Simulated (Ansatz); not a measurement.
# BGeH3: the cost of one run

Program: Ansatz 0.2.0, Gaussian basis. Level of theory: cc-pVTZ, core rule «outside noble gas», up to 15 orbitals frozen. These are calculated values, not measurements.

To be run: UHF; CCSD(T) on RHF; CCSD(T) on UHF; BCCD(T) on RHF; CCSDT(Q) on RHF; CCSDT(Q) on UHF; CASSCF and NEVPT2, 2 electrons in 2 orbitals.

## (1) The geometry

The geometry derives from a PBE0/def2-TZVP stationary point (not a proven minimum). One bond is set to the value named and the two fragments are kept rigid. No spin-orbit coupling is included. The filled d shell of Ge may be among the frozen orbitals whatever the setting's name suggests.

5 atoms, charge 0, spin multiplicity 1.

Atoms are counted from 1 here; the program's logs count them from 0.

Bond lengths: Ge1–B2 1.949 Å, Ge1–H3 1.780 Å, B2–H3 1.366 Å, B2–H4 1.203 Å, B2–H5 1.341 Å. Angles: B2–Ge1–H3 42.7°, Ge1–B2–H3 62.0°, Ge1–B2–H4 120.1°, Ge1–B2–H5 120.1°, H3–B2–H4 106.0°, H3–B2–H5 106.0°, H4–B2–H5 119.4°, Ge1–H3–B2 75.3°.

## (2) UHF

Input file in.yaml:

```yaml
crystal:
  periodic: [false, false, false]
  atoms:
    - {symbol: Ge, position_ang: [-0.002147, -0.001391, 0.319471]}
    - {symbol: B, position_ang: [-0.066516, -0.001392, -1.628413]}
    - {symbol: H, position_ang: [1.160765, -0.001390, -1.028079]}
    - {symbol: H, position_ang: [-0.141970, -1.040105, -2.230111]}
    - {symbol: H, position_ang: [-0.150642, 1.156695, -2.299262]}
basis:
  gaussian: {orbitals: cc-pVTZ}
magnetization: {spin_polarized: true, initial_magnetization: 0}
hamiltonian: {xc: hf}
output: {orbitals: {seedname: orbitals}}
```

The run is started by

```console
$ ansatz run in.yaml --threads 1 --pin off --events-out ev --progress --plain --max-ram 2816MiB --backend cpu
```

Q: Estimate wall time and peak memory on 1 thread of AMD EPYC 7R13, shared host.

About 8 s, with a peak of 0.35 GiB.
